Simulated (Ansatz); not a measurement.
# Li12CO: the cost of one run

Computed with Ansatz 0.2.0 (DFT PBE+D3(BJ), scalar-relativistic, plane waves, PAW, unless a step's input says otherwise).

## Step 1: Starting point

The structure is cubic, space group Im-3m (No. 229). The conventional cell has a = 3.500 Å, b = 3.500 Å, c = 3.500 Å, α = 90.00°, β = 90.00°, γ = 90.00°. Li (site symmetry m-3m) has 8 Li at 3.03 Å as nearest neighbours.

Structure file:

```
CELL_PARAMETERS angstrom
-1.75000 1.75000 1.75000
1.75000 -1.75000 1.75000
1.75000 1.75000 -1.75000
ATOMIC_POSITIONS crystal
Li 0.00000 0.00000 0.00000
```

The structure comes from the Crystallography Open Database.

## Step 7: The grid

Atoms count from 1 in the order of the input.

CO (O end down) is moved over the surface cell at a fixed height above a rigid substrate; the origin of the map has the adsorbate above Li9; the height is held at 3.00 Å.

The axes are (1) position of O13 along the first surface vector, from above Li9: 6 values from 0.000 to 0.833, periodic; (2) position of O13 along the second surface vector, from above Li9: 6 values from 0.000 to 0.833, periodic.

Nothing else is relaxed. Points are written as (first, second).

The two vectors of the plane (Å): (2.880, 0.000, 0.000); (-0.960, 2.715, 0.000).

(The set-up runs are not shown.)

## Step 8: Grid point (0/6, 0/6) of the map's two axes

Input file input.yaml:

```yaml
crystal:
  lattice:
    - [5.7591582657, 0.0, 0.0]
    - [-1.9197194219, 5.4297864848, 0.0]
    - [0.0, 0.0, 23.3490373303]
  atoms:
    - { symbol: Li, position: [0.25, 0.25, 0.1713132727] }
    - { symbol: Li, position: [0.25, 0.75, 0.1713132727] }
    - { symbol: Li, position: [0.75, 0.25, 0.1713132727] }
    - { symbol: Li, position: [0.75, 0.75, 0.1713132727] }
    - { symbol: Li, position: [0.0, 0.0, 0.2699665212] }
    - { symbol: Li, position: [0.0, 0.5, 0.2699665212] }
    - { symbol: Li, position: [0.5, 0.0, 0.2699665212] }
    - { symbol: Li, position: [0.5, 0.5, 0.2699665212] }
    - { symbol: Li, position: [0.25, 0.25, 0.3682823068] }
    - { symbol: Li, position: [0.25, 0.75, 0.3682823068] }
    - { symbol: Li, position: [0.75, 0.25, 0.3682823068] }
    - { symbol: Li, position: [0.75, 0.75, 0.3682823068] }
    - { symbol: O, position: [0.25, 0.25, 0.4967672614] }
    - { symbol: C, position: [0.25, 0.25, 0.5460198273] }
basis:
  ecutwfc: 420
kpoints:
  mp_grid: { grid: [5, 5, 1] }
hamiltonian:
  xc: pbe
  dispersion: d3bj
scf:
  occupations: { method: gaussian, width: 0.1 }
output:
  forces: true
  eigenvalues: true
efield:
  axis: 3
  dipole_correction: true
  ramp_width: 0.04
```

Run with:

```bash
$ ansatz run input.yaml --threads 4 --pin off --max-ram 12288MiB --backend cpu --events-out ev --progress --plain --runs-dir out
```

What time and memory should one allow on 4 threads of Intel Xeon 6975P-C (Granite Rapids), shared host?

About 3 s, with a peak of 1.1 GiB.
